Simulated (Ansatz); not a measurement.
# Co: the crystal squeezed far

An exercise on one series of results from a longer session: the logs are not shown, and one member is left open.

Method: DFT, PBE, PAW with Ansatz's default frozen-core files, scalar-relativistic, in Ansatz 0.2.0.

1 further run of the same task is left out (set aside as unsound or not needed).

**Starting point**

Symmetry: P6_3/mmc, No. 194, hexagonal system. Conventional cell: a = 2.491 Å, b = 2.491 Å, c = 4.036 Å, α = 90.00°, β = 90.00°, γ = 120.00°. Around Co (site symmetry -6m2) lie 12 Co at 2.48 to 2.49 Å.

Structure file:

```cif
data_structure
_symmetry_space_group_name_H-M 'P 1'
_symmetry_Int_Tables_number 1
_cell_length_a 2.4911
_cell_length_b 2.4911
_cell_length_c 4.0356
_cell_angle_alpha 90.000
_cell_angle_beta 90.000
_cell_angle_gamma 120.000
_cell_volume 21.69
loop_
_atom_site_label
_atom_site_type_symbol
_atom_site_fract_x
_atom_site_fract_y
_atom_site_fract_z
_atom_site_occupancy
Co1 Co 0.33333 0.66667 0.25000 1
Co2 Co 0.66667 0.33333 0.75000 1
```

Whether this phase is the stable one at these pressures isn't tested.

Atoms are numbered in the order of the input: Co1, Co2.

Set-up of the first run:

Input file input.yaml:

```yaml
crystal:
  lattice:
    - [2.4911007134, 0.0, 0.0]
    - [-1.2455503567, 2.1573565012, 0.0]
    - [0.0, 0.0, 4.0355831558]
  atoms:
    - { symbol: Co, position: [0.3333333333, 0.6666666667, 0.25], spin: 1.7 }
    - { symbol: Co, position: [0.6666666667, 0.3333333333, 0.75], spin: 1.7 }
magnetization:
  spin_polarized: true
kpoints:
  mp_grid: { grid: [17, 17, 10] }
scf:
  occupations: { method: fermi_dirac, width: 0.05 }
hamiltonian:
  xc: pbe
  pseudopotentials: { kind: paw }
output:
  forces: true
  stress: true
relax:
  f_tol: 0.005
  max_steps: 40
  cell: {}
```

The run is started by

```sh
$ ansatz run input.yaml --threads 1 --pin off --max-ram 3072MiB --backend cpu --events-out ev --progress --plain --runs-dir out
```

Steps of the session up to this table: Cell relaxed at zero pressure, PAW; More of the same log: cell relaxed at zero pressure; Volume scaled by 1, PAW; Volume scaled by 1, PAW (partial_waves polarizable); Shape and atoms relaxed at 0.88 of the volume, PAW; Volume scaled by 0.88, PAW; Shape and atoms relaxed at 0.78 of the volume, PAW; Volume scaled by 0.78, PAW; Shape and atoms relaxed at 0.68 of the volume, PAW; Volume scaled by 0.68, PAW; Shape and atoms relaxed at 0.58 of the volume, PAW; More of the same log: shape and atoms relaxed at 0.58 of the volume; Volume scaled by 0.58, PAW; Volume scaled by 0.58, PAW (cutoff 300 eV); Shape and atoms relaxed at 0.5 of the volume, PAW; Volume scaled by 0.5, PAW; Shape and atoms relaxed at 0.43 of the volume, PAW; Volume scaled by 0.43, PAW; Volume scaled by 0.43, PAW (cutoff 250 eV).

One table of the session follows, with a row left open; its other results are not shown here.

| method | volume over the first | volume (Å³/atom) | pressure (GPa) | moment Co1 (μB) |
| --- | --- | --- | --- | --- |
| PAW | 1 | 10.868 | 0.00 | 1.70 |
| PAW | 0.88 | ? | ? | ? |
| PAW | 0.78 | 8.477 | 91.96 | 1.31 |
| PAW | 0.68 | 7.390 | 187.54 | 0.40 |
| PAW | 0.58 | 6.304 | 394.06 | 0.00 |
| PAW | 0.5 | 5.434 | 712.42 | 0.00 |
| PAW | 0.43 | 4.673 | 1216.31 | 0.00 |
| PAW (cutoff 250 eV) | 0.43 | 4.673 | 1221.74 | 0.00 |
| PAW (cutoff 300 eV) | 0.58 | 6.304 | 376.31 | 0.00 |
| PAW (partial_waves polarizable) | 1 | 10.868 | 0.00 | 1.70 |

Q: Estimate the row for PAW, 0.88 from the others.

**Answer.** volume (Å³/atom): 9.564; pressure (GPa): 36.56; moment Co1 (μB): 1.57. In the column «volume (Å³/atom)» it lies between PAW, 0.78 (8.477) and PAW, 1 (10.868).

Limits of these values: Warnings in the runs' records: seeded moment not kept, cutoff below recommended.
